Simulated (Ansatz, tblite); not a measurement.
# In(OH)3 (InH₃O₃): one state, many levels

Aim: run the singlet of In(OH)3 (InH₃O₃) at one geometry on many levels, and compare frontier levels, spin and run time.

The runs use Ansatz 0.2.0, Gaussian basis; as each input shows.

Plan: GFN1-xTB, GFN2-xTB, PBE-D4/def2-TZVP, r2SCAN-D4/def2-TZVP, B2PLYP/def2-TZVP, BHLYP-D4/def2-TZVP, CAM-B3LYP-D4/def2-TZVP, HF/def2-TZVP, B3LYP-D4/def2-TZVP, ωB97M-V/def2-TZVP, revPBE-D4/def2-TZVP, PBE-D4/def2-SVP, PBE0-D4/def2-SVP, PBE0-D4/def2-TZVPD, PBE-D4/def2-TZVPD, r2SCAN-D4/def2-TZVPD, CCSD(T)/def2-TZVPP, MP2/def2-TZVP, RPA/def2-TZVP.

**1. The relaxed structure**

The geometry is that of the singlet, from an earlier relaxation (r2SCAN-D4/def2-SVP).

7 atoms, charge 0, spin multiplicity 1.

Bond lengths: In1–O2 1.997 Å, In1–O4 1.997 Å, In1–O6 1.997 Å, O2–H3 0.968 Å, O4–H5 0.968 Å, O6–H7 0.968 Å. Angles: O2–In1–O4 120.0°, O2–In1–O6 120.0°, O4–In1–O6 120.0°, In1–O2–H3 110.1°, In1–O4–H5 110.1°, In1–O6–H7 110.1°.

Geometry (Å):

```csv
atom,x (Å),y (Å),z (Å)
In1,0.0004,0.0000,0.0000
O2,1.9073,0.3502,0.4778
H3,2.4272,-0.4618,0.3877
O4,-1.3383,1.4793,0.0836
H5,-0.9105,2.2991,0.3708
O6,-0.5689,-1.8297,-0.5615
H7,-1.5170,-1.8371,-0.7585
```

In takes a core potential in the def2 sets. No spin-orbit coupling is included.

PBE0-D4/def2-TZVP was run before; its log isn't repeated, and its numbers join the tables.

**2. GFN1-xTB**

Tight binding, by tblite at 300 K electronic temperature and without a spin-polarisation term:

```python
tblite.interface.Calculator('GFN1-xTB', numbers, positions, charge=0, uhf=0).singlepoint()
```

Energy -468.4099 eV, HOMO -12.79 eV, LUMO -7.85 eV; 0.004 s.

**3. GFN2-xTB**

Tight binding, by tblite at 300 K electronic temperature and without a spin-polarisation term:

```python
tblite.interface.Calculator('GFN2-xTB', numbers, positions, charge=0, uhf=0).singlepoint()
```

Energy -407.0916 eV, HOMO -12.85 eV, LUMO -9.36 eV; 0.002 s.

**4. PBE-D4/def2-TZVP**

start.molden holds the orbitals of an earlier run on this state, given as this run's starting guess.

File in.yaml:

```yaml
crystal:
  periodic: [false, false, false]
  atoms:
    - {symbol: In, position_ang: [0.000380, -0.000009, 0.000047]}
    - {symbol: O, position_ang: [1.907310, 0.350217, 0.477804]}
    - {symbol: H, position_ang: [2.427174, -0.461789, 0.387712]}
    - {symbol: O, position_ang: [-1.338348, 1.479255, 0.083600]}
    - {symbol: H, position_ang: [-0.910549, 2.299134, 0.370842]}
    - {symbol: O, position_ang: [-0.568930, -1.829746, -0.561519]}
    - {symbol: H, position_ang: [-1.517025, -1.837052, -0.758496]}
basis:
  gaussian: {orbitals: def2-TZVP, initial_orbitals: start.molden}
hamiltonian: {xc: pbe, dispersion: d4}
scf: {omitted_lower_state_checks: [starts]}
output: {orbitals: {seedname: orbitals}}
```

Run with:

```console
$ ansatz run in.yaml --threads 2 --pin off --events-out ev --progress --plain --max-ram 4352MiB
```

Log:

```text
Functional definition: PBE
  name "PBE"
  cite "Perdew, Burke & Ernzerhof, Phys. Rev. Lett. 77, 3865 (1996) doi:10.1103/PhysRevLett.77.3865"
  parent pbe
  parameter kappa = 0.804
  parameter beta = 0.06672455060314922
  exchange = pbe_x(kappa = kappa, mu = beta*pi^2/3)
  correlation = pbe_c(beta = beta)
these checks for a lower state are left out or cut short: starts
973 factors; their error is unknown
mean field evaluation 1: about -11361.4501 eV, gradient 9.6e0 eV
mean field evaluation 2: about -11361.6006 eV, gradient 1.5e-1 eV
mean field evaluation 4: about -11361.5897 eV, gradient 4.9e-4 eV
mean field -11361.58974983 eV, -417.5307221440 hartree, gradient 1.3e-5 eV, S^2 0.000000; 0 other end points of the search recorded, 0 dependent functions left out
reference -11361.58981585 eV, -417.5307245702 hartree; 24, 24 occupied and 137, 137 virtual orbitals, 973 factors
Total energy: -11361.69305812 eV, -417.5345186537 hartree
Checks for a lower state left out: starts
```

It took 1.8 s on 2 threads of Arm Neoverse V2, shared host.

Report: HOMO -6.96 eV, LUMO -2.97 eV.

**5. r2SCAN-D4/def2-TZVP**

Edit in.yaml of step 4 so:

```diff
@@ -12,3 +12,3 @@
   gaussian: {orbitals: def2-TZVP, initial_orbitals: start.molden}
-hamiltonian: {xc: pbe, dispersion: d4}
+hamiltonian: {xc: r2scan, dispersion: d4}
 scf: {omitted_lower_state_checks: [starts]}
```

Launched as before.

Log:

```text
Functional definition: r2SCAN
  name "r2SCAN"
  cite "Furness, Kaplan, Ning, Perdew & Sun, J. Phys. Chem. Lett. 11, 8208 (2020) doi:10.1021/acs.jpclett.0c02405"
  cite "Furness, Kaplan, Ning, Perdew & Sun, J. Phys. Chem. Lett. 11, 9248 (2020) doi:10.1021/acs.jpclett.0c03077"
  parent r2scan
  parameter k0 = 0.174
  parameter k1 = 0.065
  parameter a1 = 4.9479
  exchange = r2scan_x(k0 = k0, k1 = k1, a1 = a1)
  correlation = r2scan_c
these checks for a lower state are left out or cut short: starts
973 factors; their error is unknown
mean field evaluation 1: about -11366.8090 eV, gradient 5.1e0 eV
mean field evaluation 2: about -11366.8488 eV, gradient 5.3e-2 eV
mean field evaluation 4: about -11366.8403 eV, gradient 1.9e-4 eV
mean field -11366.84033387 eV, -417.7236775487 hartree, gradient 1.0e-5 eV, S^2 0.000000; 0 other end points of the search recorded, 0 dependent functions left out
reference -11366.84035566 eV, -417.7236783495 hartree; 24, 24 occupied and 137, 137 virtual orbitals, 973 factors
Total energy: -11366.86489266 eV, -417.7245800677 hartree
Checks for a lower state left out: starts
```

Run time: 3.1 s. Hardware: 2 threads of Arm Neoverse V2, shared host.

Report: HOMO -7.34 eV, LUMO -2.73 eV.

**6. B2PLYP/def2-TZVP**

Edit in.yaml of step 5 so:

```diff
@@ -12,4 +12,4 @@
   gaussian: {orbitals: def2-TZVP, initial_orbitals: start.molden}
-hamiltonian: {xc: r2scan, dispersion: d4}
+hamiltonian: {xc: {name: B2PLYP}}
 scf: {omitted_lower_state_checks: [starts]}
-output: {orbitals: {seedname: orbitals}}
+output: {forces: true}
```

Same command.

Log, cut to the lines that bear on the results:

```text
Functional definition: B2PLYP
  name "B2PLYP"
  cite "Grimme, J. Chem. Phys. 124, 034108 (2006) doi:10.1063/1.2148954"
  cite "Becke, Phys. Rev. A 38, 3098 (1988) doi:10.1103/PhysRevA.38.3098"
  cite "Lee, Yang & Parr, Phys. Rev. B 37, 785 (1988) doi:10.1103/PhysRevB.37.785"
[...]
1247 factors; integrals over basis functions are off by at most 1.6e-3 eV
[...]
mean field -11349.13209471 eV, -417.0729117625 hartree, gradient 2.2e-6 eV, S^2 0.000000; 0 other end points of the search recorded, 0 dependent functions left out
7 core orbitals not correlated: weight in the atoms' cores, before any rotation towards them, 1.000 or more for the frozen orbitals, at most 0.000 for the correlated occupied ones
reference -11349.13226841 eV, -417.0729181459 hartree; 17, 17 occupied and 137, 137 virtual orbitals, 1247 factors
second order -33.47739985 eV of doubles, -0.00000000 eV of singles
[...]
Total energy: -11358.17116637 eV, -417.4050915191 hartree
Atom 0 at     0.000380    -0.000009     0.000047 Å, force    -0.000563    -0.000200    -0.000131 eV/Å
Atom 1 at     1.907310     0.350217     0.477804 Å, force    -0.183169    -0.221112    -0.091408 eV/Å
Atom 2 at     2.427174    -0.461789     0.387712 Å, force    -0.051728     0.157167     0.027496 eV/Å
Atom 3 at    -1.338348     1.479255     0.083600 Å, force     0.292603    -0.055851     0.046701 eV/Å
Atom 4 at    -0.910549     2.299134     0.370842 Å, force    -0.109328    -0.116520    -0.050829 eV/Å
Atom 5 at    -0.568930    -1.829746    -0.561519 Å, force    -0.109073     0.277144     0.044847 eV/Å
Atom 6 at    -1.517025    -1.837052    -0.758496 Å, force     0.161259    -0.040629     0.023324 eV/Å
Dipole moment:     0.000411     0.000305     0.000182 e Å
Checks for a lower state left out: starts
```

It took 11 s on 2 threads of Arm Neoverse V2, shared host.

**7. BHLYP-D4/def2-TZVP**

Edit in.yaml of step 6 so:

```diff
@@ -12,4 +12,4 @@
   gaussian: {orbitals: def2-TZVP, initial_orbitals: start.molden}
-hamiltonian: {xc: {name: B2PLYP}}
+hamiltonian: {xc: {name: BHLYP}, dispersion: d4}
 scf: {omitted_lower_state_checks: [starts]}
-output: {forces: true}
+output: {orbitals: {seedname: orbitals}}
```

Same command.

Log:

```text
Functional definition: BHLYP
  name "BHLYP"
  cite "Becke, J. Chem. Phys. 98, 1372 (1993) doi:10.1063/1.464304"
  cite "Becke, Phys. Rev. A 38, 3098 (1988) doi:10.1103/PhysRevA.38.3098"
  cite "Lee, Yang & Parr, Phys. Rev. B 37, 785 (1988) doi:10.1103/PhysRevB.37.785"
  parameter a = 0.5
  exchange = (1 - a)*b88_x + a*exact_x
  correlation = lyp_c
these checks for a lower state are left out or cut short: starts
1188 factors; their error is unknown
mean field evaluation 1: about -11362.2114 eV, gradient 7.1e0 eV
mean field evaluation 2: about -11362.2989 eV, gradient 1.4e-1 eV
mean field evaluation 4: about -11362.4206 eV, gradient 5.4e-4 eV
mean field -11362.42056437 eV, -417.5612540155 hartree, gradient 2.5e-5 eV, S^2 0.000000; 0 other end points of the search recorded, 0 dependent functions left out
reference -11362.42074986 eV, -417.5612608319 hartree; 24, 24 occupied and 137, 137 virtual orbitals, 1188 factors
Total energy: -11362.56426350 eV, -417.5665348608 hartree
Checks for a lower state left out: starts
```

Wall time 2.8 s (2 threads of Arm Neoverse V2, shared host).

Report: HOMO -10.35 eV, LUMO -1.26 eV.

**8. CAM-B3LYP-D4/def2-TZVP**

Edit in.yaml of step 7 so:

```diff
@@ -12,3 +12,3 @@
   gaussian: {orbitals: def2-TZVP, initial_orbitals: start.molden}
-hamiltonian: {xc: {name: BHLYP}, dispersion: d4}
+hamiltonian: {xc: {name: CAM-B3LYP}, dispersion: d4}
 scf: {omitted_lower_state_checks: [starts]}
```

Same command.

Log, cut to the lines that bear on the results:

```text
Functional definition: CAM-B3LYP
  name "CAM-B3LYP"
  cite "Yanai, Tew & Handy, Chem. Phys. Lett. 393, 51 (2004) doi:10.1016/j.cplett.2004.06.011"
  cite "Iikura, Tsuneda, Yanai & Hirao, J. Chem. Phys. 115, 3540 (2001) doi:10.1063/1.1383587"
  cite "Becke, Phys. Rev. A 38, 3098 (1988) doi:10.1103/PhysRevA.38.3098"
  cite "Lee, Yang & Parr, Phys. Rev. B 37, 785 (1988) doi:10.1103/PhysRevB.37.785"
  cite "Vosko, Wilk & Nusair, Can. J. Phys. 58, 1200 (1980) doi:10.1139/p80-159"
[...]
  # Exact exchange under (alpha + beta erf(omega r))/r, Becke's under what is left of 1/r.
[...]
1050 factors; their error is unknown
273 factors; integrals over basis functions are off by at most 2.7e-5 eV
[...]
mean field -11365.37270701 eV, -417.6697432563 hartree, gradient 1.0e-5 eV, S^2 0.000000; 0 other end points of the search recorded, 0 dependent functions left out
reference -11365.37284547 eV, -417.6697483446 hartree; 24, 24 occupied and 137, 137 virtual orbitals, 1050 factors
Total energy: -11365.46340557 eV, -417.6730763670 hartree
Checks for a lower state left out: starts
```

Run time: 2.6 s. Hardware: 2 threads of Arm Neoverse V2, shared host.

HOMO -10.21 eV, LUMO -1.16 eV.

**9. HF/def2-TZVP**

Edit in.yaml of step 8 so:

```diff
@@ -12,3 +12,3 @@
   gaussian: {orbitals: def2-TZVP, initial_orbitals: start.molden}
-hamiltonian: {xc: {name: CAM-B3LYP}, dispersion: d4}
+hamiltonian: {xc: hf}
 scf: {omitted_lower_state_checks: [starts]}
```

Same command.

Log:

```text
Functional definition: HF
  name "HF"
  cite "Fock, Z. Phys. 61, 126 (1930) doi:10.1007/BF01340294"
  parent pbe
  exchange = exact_x
  correlation = 0
these checks for a lower state are left out or cut short: starts
1222 factors; their error is unknown
mean field evaluation 1: about -11310.1801 eV, gradient 2.6e1 eV
mean field evaluation 2: about -11311.0997 eV, gradient 1.1e0 eV
mean field evaluation 4: about -11311.3526 eV, gradient 7.2e-1 eV
mean field -11311.35296900 eV, -415.6845545003 hartree, gradient 2.3e-5 eV, S^2 0.000000; 0 other end points of the search recorded, 0 dependent functions left out
reference -11311.35296900 eV, -415.6845545003 hartree; 24, 24 occupied and 137, 137 virtual orbitals, 1222 factors
Total energy: -11311.35296900 eV, -415.6845545003 hartree
Checks for a lower state left out: starts
```

It took 1.1 s on 2 threads of Arm Neoverse V2, shared host.

From the report: HOMO -13.06 eV, LUMO 1.17 eV.

**10. B3LYP-D4/def2-TZVP**

Edit in.yaml of step 9 so:

```diff
@@ -12,3 +12,3 @@
   gaussian: {orbitals: def2-TZVP, initial_orbitals: start.molden}
-hamiltonian: {xc: hf}
+hamiltonian: {xc: {name: B3LYP}, dispersion: d4}
 scf: {omitted_lower_state_checks: [starts]}
```

The command is unchanged.

Log, cut to the lines that bear on the results:

```text
Functional definition: B3LYP
  name "B3LYP"
  cite "Stephens, Devlin, Chabalowski & Frisch, J. Phys. Chem. 98, 11623 (1994) doi:10.1021/j100096a001"
  cite "Becke, Phys. Rev. A 38, 3098 (1988) doi:10.1103/PhysRevA.38.3098"
  cite "Lee, Yang & Parr, Phys. Rev. B 37, 785 (1988) doi:10.1103/PhysRevB.37.785"
  cite "Vosko, Wilk & Nusair, Can. J. Phys. 58, 1200 (1980) doi:10.1139/p80-159"
[...]
1050 factors; their error is unknown
[...]
mean field -11369.70780282 eV, -417.8290550888 hartree, gradient 1.1e-5 eV, S^2 0.000000; 0 other end points of the search recorded, 0 dependent functions left out
reference -11369.70808751 eV, -417.8290655512 hartree; 24, 24 occupied and 137, 137 virtual orbitals, 1050 factors
Total energy: -11369.87538828 eV, -417.8352137409 hartree
Checks for a lower state left out: starts
```

Run time: 2.3 s. Hardware: 2 threads of Arm Neoverse V2, shared host.

HOMO -8.41 eV, LUMO -2.43 eV.

**11. ωB97M-V/def2-TZVP**

Edit in.yaml of step 10 so:

```diff
@@ -12,3 +12,3 @@
   gaussian: {orbitals: def2-TZVP, initial_orbitals: start.molden}
-hamiltonian: {xc: {name: B3LYP}, dispersion: d4}
+hamiltonian: {xc: {name: wB97M-V}}
 scf: {omitted_lower_state_checks: [starts]}
```

Launched as before.

Log, cut to the lines that bear on the results:

```text
Functional definition: wB97M-V
  name "wB97M-V"
  cite "Mardirossian & Head-Gordon, J. Chem. Phys. 144, 214110 (2016) doi:10.1063/1.4952647"
  cite "Becke, J. Chem. Phys. 107, 8554 (1997) doi:10.1063/1.475007"
  cite "Vydrov & Van Voorhis, J. Chem. Phys. 133, 244103 (2010) doi:10.1063/1.3521275"
  # Of w^i u^j: cxij and so on, Table III.
[...]
  gx(w, u) = 1 - cx + cx01*u + cx10*w
  gss(w, u) = css00 + css04*u^4 + css10*w + css20*w^2 + css43*w^4*u^3
  gos(w, u) = cos00 + cos10*w + (cos20 + cos21*u)*w^2 + (cos60 + cos61*u)*w^6
[...]
      + integral(e_c_pw_mod_opposite_spin*gos(b97_w_opposite, b97_u_opposite)) + vv10(b, c)
[...]
1009 factors; their error is unknown
231 factors; integrals over basis functions are off by at most 2.7e-5 eV
[...]
mean field -11364.60902904 eV, -417.6416786087 hartree, gradient 2.5e-5 eV, S^2 0.000000; 0 other end points of the search recorded, 0 dependent functions left out
reference -11364.60910707 eV, -417.6416814762 hartree; 24, 24 occupied and 137, 137 virtual orbitals, 1009 factors
Total energy: -11364.60910707 eV, -417.6416814762 hartree
Checks for a lower state left out: starts
```

It took 8 s on 2 threads of Arm Neoverse V2, shared host.

From the report: HOMO -11.17 eV, LUMO -0.16 eV.

**12. revPBE-D4/def2-TZVP**

Edit in.yaml of step 11 so:

```diff
@@ -12,3 +12,3 @@
   gaussian: {orbitals: def2-TZVP, initial_orbitals: start.molden}
-hamiltonian: {xc: {name: wB97M-V}}
+hamiltonian: {xc: {name: revPBE}, dispersion: d4}
 scf: {omitted_lower_state_checks: [starts]}
```

Launched as before.

Log:

```text
Functional definition: revPBE
  name "revPBE"
  cite "Zhang & Yang, Phys. Rev. Lett. 80, 890 (1998) doi:10.1103/PhysRevLett.80.890"
  cite "Perdew, Burke & Ernzerhof, Phys. Rev. Lett. 77, 3865 (1996) doi:10.1103/PhysRevLett.77.3865"
  parameter kappa = 1.245
  parameter beta = 0.06672455060314922
  exchange = pbe_x(kappa = kappa, mu = beta*pi^2/3)
  correlation = pbe_c(beta = beta)
these checks for a lower state are left out or cut short: starts
973 factors; their error is unknown
mean field evaluation 1: about -11367.2343 eV, gradient 1.0e1 eV
mean field evaluation 2: about -11367.3502 eV, gradient 1.5e-1 eV
mean field evaluation 4: about -11367.3392 eV, gradient 5.5e-4 eV
mean field -11367.33918909 eV, -417.7420101398 hartree, gradient 1.7e-5 eV, S^2 0.000000; 0 other end points of the search recorded, 0 dependent functions left out
reference -11367.33927229 eV, -417.7420131974 hartree; 24, 24 occupied and 137, 137 virtual orbitals, 973 factors
Total energy: -11367.60819566 eV, -417.7518959487 hartree
Checks for a lower state left out: starts
```

Run time: 1.6 s. Hardware: 2 threads of Arm Neoverse V2, shared host.

Report: HOMO -6.87 eV, LUMO -2.83 eV.

**13. PBE-D4/def2-SVP**

Edit in.yaml of step 12 so:

```diff
@@ -11,4 +11,4 @@
 basis:
-  gaussian: {orbitals: def2-TZVP, initial_orbitals: start.molden}
-hamiltonian: {xc: {name: revPBE}, dispersion: d4}
+  gaussian: {orbitals: def2-SVP, initial_orbitals: start.molden}
+hamiltonian: {xc: pbe, dispersion: d4}
 scf: {omitted_lower_state_checks: [starts]}
```

Same command.

Log:

```text
Functional definition: PBE
  name "PBE"
  cite "Perdew, Burke & Ernzerhof, Phys. Rev. Lett. 77, 3865 (1996) doi:10.1103/PhysRevLett.77.3865"
  parent pbe
  parameter kappa = 0.804
  parameter beta = 0.06672455060314922
  exchange = pbe_x(kappa = kappa, mu = beta*pi^2/3)
  correlation = pbe_c(beta = beta)
these checks for a lower state are left out or cut short: starts
919 factors; their error is unknown
mean field evaluation 1: about -11352.6323 eV, gradient 2.8e1 eV
mean field evaluation 2: about -11353.2118 eV, gradient 7.9e-1 eV
mean field evaluation 4: about -11353.1944 eV, gradient 8.2e-2 eV
mean field -11353.19440869 eV, -417.2221990477 hartree, gradient 3.4e-5 eV, S^2 0.000000; 0 other end points of the search recorded, 0 dependent functions left out
reference -11353.19445736 eV, -417.2222008362 hartree; 24, 24 occupied and 59, 59 virtual orbitals, 919 factors
Total energy: -11353.29769963 eV, -417.2259949197 hartree
Checks for a lower state left out: starts
```

Run time: 0.8 s. Hardware: 2 threads of Arm Neoverse V2, shared host.

HOMO -6.53 eV, LUMO -2.67 eV.

**14. PBE0-D4/def2-SVP**

Edit in.yaml of step 13 so:

```diff
@@ -12,3 +12,3 @@
   gaussian: {orbitals: def2-SVP, initial_orbitals: start.molden}
-hamiltonian: {xc: pbe, dispersion: d4}
+hamiltonian: {xc: pbe0, dispersion: d4}
 scf: {omitted_lower_state_checks: [starts]}
```

The command is unchanged.

Log:

```text
Functional definition: PBE0
  name "PBE0"
  cite "Adamo & Barone, J. Chem. Phys. 110, 6158 (1999) doi:10.1063/1.478522"
  cite "Perdew, Burke & Ernzerhof, Phys. Rev. Lett. 77, 3865 (1996) doi:10.1103/PhysRevLett.77.3865"
  parent pbe
  parameter a = 0.25
  parameter kappa = 0.804
  parameter beta = 0.06672455060314922
  exchange = (1 - a)*pbe_x(kappa = kappa, mu = beta*pi^2/3) + a*exact_x
  correlation = pbe_c(beta = beta)
these checks for a lower state are left out or cut short: starts
882 factors; integrals over basis functions are off by at most 1.0e-3 eV
mean field evaluation 1: about -11352.4292 eV, gradient 2.7e1 eV
mean field evaluation 2: about -11352.7917 eV, gradient 4.4e-1 eV
mean field evaluation 4: about -11352.9281 eV, gradient 1.3e-3 eV
mean field -11352.92813956 eV, -417.2124138378 hartree, gradient 2.9e-5 eV, S^2 0.000000; 0 other end points of the search recorded, 0 dependent functions left out
reference -11352.92817571 eV, -417.2124151662 hartree; 24, 24 occupied and 59, 59 virtual orbitals, 882 factors
Total energy: -11353.01600268 eV, -417.2156427480 hartree
Checks for a lower state left out: starts
```

It took 1.2 s on 2 threads of Arm Neoverse V2, shared host.

HOMO -8.32 eV, LUMO -1.79 eV.

**15. PBE0-D4/def2-TZVPD**

Edit in.yaml of step 14 so:

```diff
@@ -11,3 +11,3 @@
 basis:
-  gaussian: {orbitals: def2-SVP, initial_orbitals: start.molden}
+  gaussian: {orbitals: def2-TZVPD, initial_orbitals: start.molden}
 hamiltonian: {xc: pbe0, dispersion: d4}
```

The command is unchanged.

Log:

```text
Functional definition: PBE0
  name "PBE0"
  cite "Adamo & Barone, J. Chem. Phys. 110, 6158 (1999) doi:10.1063/1.478522"
  cite "Perdew, Burke & Ernzerhof, Phys. Rev. Lett. 77, 3865 (1996) doi:10.1103/PhysRevLett.77.3865"
  parent pbe
  parameter a = 0.25
  parameter kappa = 0.804
  parameter beta = 0.06672455060314922
  exchange = (1 - a)*pbe_x(kappa = kappa, mu = beta*pi^2/3) + a*exact_x
  correlation = pbe_c(beta = beta)
these checks for a lower state are left out or cut short: starts
1218 factors; their error is unknown
mean field evaluation 1: about -11361.1692 eV, gradient 5.7e0 eV
mean field evaluation 2: about -11361.2997 eV, gradient 1.8e-1 eV
mean field evaluation 4: about -11361.3526 eV, gradient 4.1e-4 eV
mean field -11361.35262676 eV, -417.5220080319 hartree, gradient 1.1e-5 eV, S^2 0.000000; 0 other end points of the search recorded, 0 dependent functions left out
reference -11361.35267093 eV, -417.5220096552 hartree; 24, 24 occupied and 179, 179 virtual orbitals, 1218 factors
Total energy: -11361.44049790 eV, -417.5252372370 hartree
Checks for a lower state left out: starts
```

Run time: 3.5 s. Hardware: 2 threads of Arm Neoverse V2, shared host.

HOMO -8.77 eV, LUMO -2.24 eV.

**16. PBE-D4/def2-TZVPD**

Edit in.yaml of step 15 so:

```diff
@@ -12,3 +12,3 @@
   gaussian: {orbitals: def2-TZVPD, initial_orbitals: start.molden}
-hamiltonian: {xc: pbe0, dispersion: d4}
+hamiltonian: {xc: pbe, dispersion: d4}
 scf: {omitted_lower_state_checks: [starts]}
```

The command is unchanged.

Log:

```text
Functional definition: PBE
  name "PBE"
  cite "Perdew, Burke & Ernzerhof, Phys. Rev. Lett. 77, 3865 (1996) doi:10.1103/PhysRevLett.77.3865"
  parent pbe
  parameter kappa = 0.804
  parameter beta = 0.06672455060314922
  exchange = pbe_x(kappa = kappa, mu = beta*pi^2/3)
  correlation = pbe_c(beta = beta)
these checks for a lower state are left out or cut short: starts
1136 factors; their error is unknown
mean field evaluation 1: about -11361.4517 eV, gradient 1.1e1 eV
mean field evaluation 2: about -11361.7581 eV, gradient 3.5e-1 eV
mean field evaluation 4: about -11361.7458 eV, gradient 3.5e-1 eV
mean field evaluation 8: about -11361.7460 eV, gradient 1.5e-5 eV
mean field -11361.74595717 eV, -417.5364626579 hartree, gradient 1.5e-5 eV, S^2 0.000000; 0 other end points of the search recorded, 0 dependent functions left out
reference -11361.74601531 eV, -417.5364647947 hartree; 24, 24 occupied and 179, 179 virtual orbitals, 1136 factors
Total energy: -11361.84925758 eV, -417.5402588782 hartree
Checks for a lower state left out: starts
```

Run time: 2.8 s. Hardware: 2 threads of Arm Neoverse V2, shared host.

HOMO -7.09 eV, LUMO -3.13 eV.

[end of part 1 of 2]
